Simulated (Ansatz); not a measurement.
# Al3BO6: the band gap up the ladder of functionals

The task here is to estimate one member of a computed series from the others.

Code: Ansatz 0.2.0. PAW datasets, plane waves. Note: simulated data, non-magnetic, for a generated structure that need not be the stable one.

## The cell

The cell was relaxed beforehand with r2SCAN.

It is monoclinic, Cm (No. 8); a = 11.696 Å, b = 2.797 Å, c = 5.300 Å, β = 102.1° in the conventional setting, 8.48 Å³ an atom. Around Al lie 6 O at 1.79–2.04 Å; around Al lie 6 O at 1.79–2.01 Å; around Al lie 4 O at 1.70–1.75 Å; around B lie 4 O at 1.47–1.63 Å; around O lie 2 B at 1.63 Å and 1 Al at 2.01 Å.

Structure file:

```cif
data_structure
_symmetry_space_group_name_H-M 'P 1'
_symmetry_Int_Tables_number 1
_cell_length_a 6.0130
_cell_length_b 6.0130
_cell_length_c 5.2999
_cell_angle_alpha 101.755
_cell_angle_beta 101.755
_cell_angle_gamma 26.899
_cell_volume 84.77
loop_
_atom_site_label
_atom_site_type_symbol
_atom_site_fract_x
_atom_site_fract_y
_atom_site_fract_z
_atom_site_occupancy
Al1 Al 0.65629 0.65629 0.31250 1
Al2 Al 0.34623 0.34623 0.69005 1
Al3 Al 0.08647 0.08647 0.79177 1
B1 B 0.90725 0.90725 0.20368 1
O1 O 0.48106 0.48106 0.24558 1
O2 O 0.50252 0.50252 0.73620 1
O3 O 0.17967 0.17967 0.57191 1
O4 O 0.83464 0.83464 0.41358 1
O5 O 0.84663 0.84663 0.93055 1
O6 O 0.15923 0.15923 0.10419 1
```

The first run:

File input.yaml:

```yaml
crystal:
  lattice:
    - [5.8469304529, -1.3985722945, 0.1152105399]
    - [5.8469304529, 1.3985722945, 0.1152105399]
    - [-1.2120746537, 0.0, 5.1594120257]
  atoms:
    - { symbol: Al, position: [0.6562938312, 0.6562938312, 0.3124960243] }
    - { symbol: Al, position: [0.3462307047, 0.3462307047, 0.6900481747] }
    - { symbol: Al, position: [0.0864707822, 0.0864707822, 0.7917652747] }
    - { symbol: B, position: [0.9072544342, 0.9072544342, 0.2036830506] }
    - { symbol: O, position: [0.4810603424, 0.4810603424, 0.2455805687] }
    - { symbol: O, position: [0.5025156893, 0.5025156893, 0.7362031761] }
    - { symbol: O, position: [0.1796731575, 0.1796731575, 0.5719064674] }
    - { symbol: O, position: [0.8346406994, 0.8346406994, 0.4135762473] }
    - { symbol: O, position: [0.8466304381, 0.8466304381, 0.9305498174] }
    - { symbol: O, position: [0.159229921, 0.159229921, 0.1041911986] }
kpoints:
  mp_grid: { grid: [10, 10, 6] }
  band_path:
    path:
      - [[0.0, 0.0, 0.0], [-0.2649545404994, 0.2649545404994, -1.202160588157e-17]]
      - [[-0.7350454595006, -0.2649545404994, -7.065338018917e-17], [-0.5, -0.5, -7.065338018917e-17], [0.0, 0.0, 0.0], [-0.5, -0.5, 0.5], [-0.7419587352934, -0.2580412647066, 0.5]]
      - [[-0.2580412647066, 0.2580412647066, 0.5], [1.906724759494e-18, 1.906724759494e-18, 0.5], [0.0, 0.0, 0.0]]
      - [[-0.5, 7.128230588363e-17, 0.5], [0.0, 0.0, 0.0], [-0.5, 8.117426479396e-17, -4.672237903341e-17]]
    npoints: 10
hamiltonian:
  xc: pbe
scf:
  occupations: { method: fermi_dirac, width: 0.02 }
  n_extra_bands: 6
output:
  forces: true
  stress: true
  eigenvalues: true
```

The run is started by

```sh
> ansatz run input.yaml --threads 4 --pin off --max-ram 6451MiB --backend cpu --events-out ev --progress --plain --runs-dir out
```

Steps of the session up to this table: Band structure with PBE; r2SCAN at the same geometry; HSE06; PBE0.

One of the session's tables, all rows but one given; the rest of the session is left out.

```
 level  gap (eV)
   PBE      5.09
r2SCAN      5.91
 HSE06      7.05
  PBE0         ?
```

**Question.** Estimate the row for PBE0.

The run gave: gap (eV): 7.81. In the column «gap (eV)» it is the highest.

Meshes: PBE 10×10×6, r2SCAN 10×10×6, HSE06 6×6×4, PBE0 6×6×4

What this shows: The gap runs from 5.09 eV (PBE) to 7.81 eV (PBE0). PBE reaches 72 % of the HSE06 value, and r2SCAN 84 %. PBE0 lies 0.76 eV above HSE06, which differs from it by screening the long-range exchange.

Caveats from the session: Warnings in the runs' records: stress exchange threshold loose, stress scf threshold loose.
